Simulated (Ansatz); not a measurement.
Run this with the Python package of Ansatz (0.2.0) and show what comes out.

`ch3bse_methods.py`:
```python
"""CH3BSe at several levels of theory."""

from pathlib import Path

import ansatz
import numpy as np


def main() -> None:
    mol = (
        ansatz.Crystal.molecule()
        .atom("B", (-0.6977, -0.6639, -0.1794))
        .atom("C", (0.3081, 0.4713, 0.1934))
        .atom("Se", (1.1414, -1.1009, 0.5873))
        .atom("H", (-1.4672, -0.8609, -1.0306))
        .atom("H", (0.7328, 1.0033, -0.6995))
        .atom("H", (0.0247, 1.0871, 1.0827))
    )

    model = mol.calculation().basis(gaussian="def2-SVP")

    print("functional    E (Ha)        dipole (D)   HOMO (eV)  LUMO (eV)")
    for name in ["r2scan0", "lda", "blyp", "revpbe", "b3lyp"]:
        summary = model.functional(name).forces().orbitals().run(threads=1, pin="off", runs_dir="runs").report
        lines = Path(summary["orbitals_path"]).read_text().splitlines()
        field_of = lambda key: [line.split("=")[1].strip() for line in lines if line.startswith(key)]
        orbitals = [(27.211386 * float(e), s, float(n)) for e, s, n in zip(field_of("Ene="), field_of("Spin="), field_of("Occup="))]
        homo = max(e for e, _, n in orbitals if n > 0.5)
        lumo = min(e for e, _, n in orbitals if n < 0.5)
        dipole = 4.803205 * np.linalg.norm(summary["charge_distribution"]["dipole_moment_e_ang"])
        print(f"{name:10s} {summary['free_energy_ev'] / 27.211386246:14.6f} {dipole:9.3f} {homo:11.3f} {lumo:10.3f}")


if __name__ == "__main__":
    main()
```

```console
$ python ch3bse_methods.py
functional    E (Ha)        dipole (D)   HOMO (eV)  LUMO (eV)
r2scan0      -2465.858593     1.541      -6.795     -1.966
lda          -2461.835829     1.114      -5.706     -3.202
blyp         -2465.916854     1.029      -5.378     -2.790
revpbe       -2465.708787     1.109      -5.565     -2.921
b3lyp        -2465.958756     1.252      -6.381     -2.262
```

Reading the output:
- Total energies depend on the basis set; only differences at equal settings carry meaning.
- The geometry is a force-field or estimated start, not a minimum of this method, and the basis set is short of its limit. A lower total doesn't mark the better method: functionals have no common bound, and MP2 and coupled cluster aren't variational.
- b3lyp holds the VWN-RPA fit, as in Gaussian; the form of ORCA and Turbomole is b3lyp5.
- Levels such as HOMO and LUMO are orbital energies: with these approximate functionals they aren't the ionisation energy and electron affinity, and their gap isn't the fundamental gap.
- It ran for 12 s on 1 thread of Arm Neoverse V2 (shared host), peak memory 0.22 GiB.
